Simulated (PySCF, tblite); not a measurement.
**CH₈Ge₂OSe: geometry, infrared bands and NMR shifts**

What infrared bands and NMR shifts should CH₈Ge₂OSe (`[GeH3][O][CH2][GeH2][SeH]`) show?

The runs use tblite 0.8.0 and PySCF 2.14.0, with density-fitted response routines of our own; the level of theory stands in each step. All values are computed, except where a source is named. Atoms count from 0, in the outputs and in this text.

### 1 The molecule as given

13 atoms, charge 0, multiplicity 1; geometry from: force field or distance geometry start.

Bonds of the start (Å): Ge0–O1 1.77, O1–C2 1.35, C2–Ge3 1.93, Ge3–Se4 2.36, Ge0–H5 1.56, Ge0–H6 1.55, Ge0–H7 1.56, C2–H8 1.12, C2–H9 1.12, Ge3–H10 1.55, Ge3–H11 1.57, Se4–H12 1.54.

### 2 Optimising the geometry with GFN2-xTB

Job settings and geometry (Å):

```
{"job": {"kind": "relax", "xc": "GFN2-xTB", "basis": "xTB"}, "charge": 0, "multiplicity": 1}
Ge     1.819900    -0.615300     0.719700
O      1.035200    -0.659600    -0.871100
C      0.271000     0.401600    -1.200600
Ge    -1.237800     0.763900    -0.052900
Se    -3.070700    -0.671700    -0.458200
H      0.723600    -0.630000     1.827700
H      2.801100     0.576100     0.880000
H      2.631900    -1.937900     0.912300
H      0.843600     1.368400    -1.252700
H     -0.110300     0.239300    -2.242300
H     -1.737200     2.191900    -0.375800
H     -0.872900     0.738700     1.471800
H     -3.101800    -1.765100     0.624200
```

Started as:

```sh
> OMP_NUM_THREADS=1 python probes_run.py task.json out
```

One launch serves the whole session: the jobs run in the order shown.

**Question.** This job is followed by: GFN2-xTB harmonic vibrations, gas phase; GIAO PBE0/pcSseg-1 NMR shielding, non-relativistic, gas phase. What will the session give for the following? strongest single infrared mode (GFN2-xTB); zero-point energy (GFN2-xTB); 13C shifts against TMS (PBE0/pcSseg-1); 1H shifts against TMS (PBE0/pcSseg-1, means over atoms taken as alike); 73Ge shifts against GeMe4 (PBE0/pcSseg-1); 17O shifts against H2O (PBE0/pcSseg-1); 77Se shifts against Me2Se (PBE0/pcSseg-1).

The runs gave:

| quantity | value |
| --- | --- |
| strongest single infrared mode (GFN2-xTB) | 1985 cm⁻¹, 538 km/mol |
| zero-point energy (GFN2-xTB) | 45.8 kcal/mol |
| 13C shifts against TMS (PBE0/pcSseg-1) | 62.3 ppm |
| 1H shifts against TMS (PBE0/pcSseg-1, means over atoms taken as alike) | 4.90, 4.81, 4.26, 0.56 ppm |
| 73Ge shifts against GeMe4 (PBE0/pcSseg-1) | -72, -121 ppm |
| 17O shifts against H2O (PBE0/pcSseg-1) | -18.2 ppm |
| 77Se shifts against Me2Se (PBE0/pcSseg-1) | -667 ppm |

The optimisation took 145 steps and gained 0.642 eV; among the close pairs (by a distance rule), Se4–H12 changed most, from 1.539 to 1.440 Å. No mode is imaginary among the 33: a minimum at this level. The strongest single mode, at 1985 cm⁻¹, moves mainly H6 and H5. Unscaled tight-binding wavenumbers are off by several per cent, some by more. Its intensities can rank the bands wrongly. At PBE0/pcSseg-1: The largest span, 548 ppm, is at Se4, where the paramagnetic term is -575 ppm. Spin-orbit coupling is left out, which matters for shieldings and couplings at and beside the heavy atoms.
